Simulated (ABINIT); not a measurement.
The system is PtSe.

```
Pt Se
1.0
     0.00000    2.79841    2.79841
     2.79841    0.00000    2.79841
     2.79841    2.79841    0.00000
Pt Se
1 1
Direct
  0.50000 0.50000 0.50000
  0.00000 0.00000 0.00000
```

The cell comes from a database or a generator and needn't be the stable form of this composition.

```yaml
Program: ABINIT 10.8.3 (patched build)
Task: single point
Functional: PBE
Potentials_or_basis: JTH PAW PBE v2.0
Cutoff: 435 eV
k_mesh: 8 × 8 × 8
Occupations: fermi-dirac, width 0.05 eV
Spin: no spin polarisation
```

On this cell: pressure -14.4 GPa; largest force zero by symmetry; band gap on the k mesh none (metal or under the smearing width).

The same run follows on a disturbed copy (atoms moved at random, drawn with an rms of 0.05 Å):

```xyz
2
Lattice="0.0000 2.7984 2.7984 2.7984 0.0000 2.7984 2.7984 2.7984 0.0000" Properties=species:S:1:pos:R:3 pbc="T T T"
Pt    2.7765    2.8104    2.7887
Se    0.0193    0.0130    0.0307
```

**Question.** What does the disturbed cell give?

**Answer.** The energy (extrapolated to zero smearing) moves by +1.4 meV/atom; pressure -14.3 GPa; largest force 0.089 eV/Å; band gap on the k mesh none (metal or under the smearing width).

Forces in eV/Å, atoms in the order of the input:
```
Pt   0.063  0.002  0.062
Se  -0.063 -0.002 -0.062
```

Stress tensor (GPa, compression positive):
```
-14.28   0.00   0.01
  0.00 -14.39   0.00
  0.01   0.00 -14.28
```
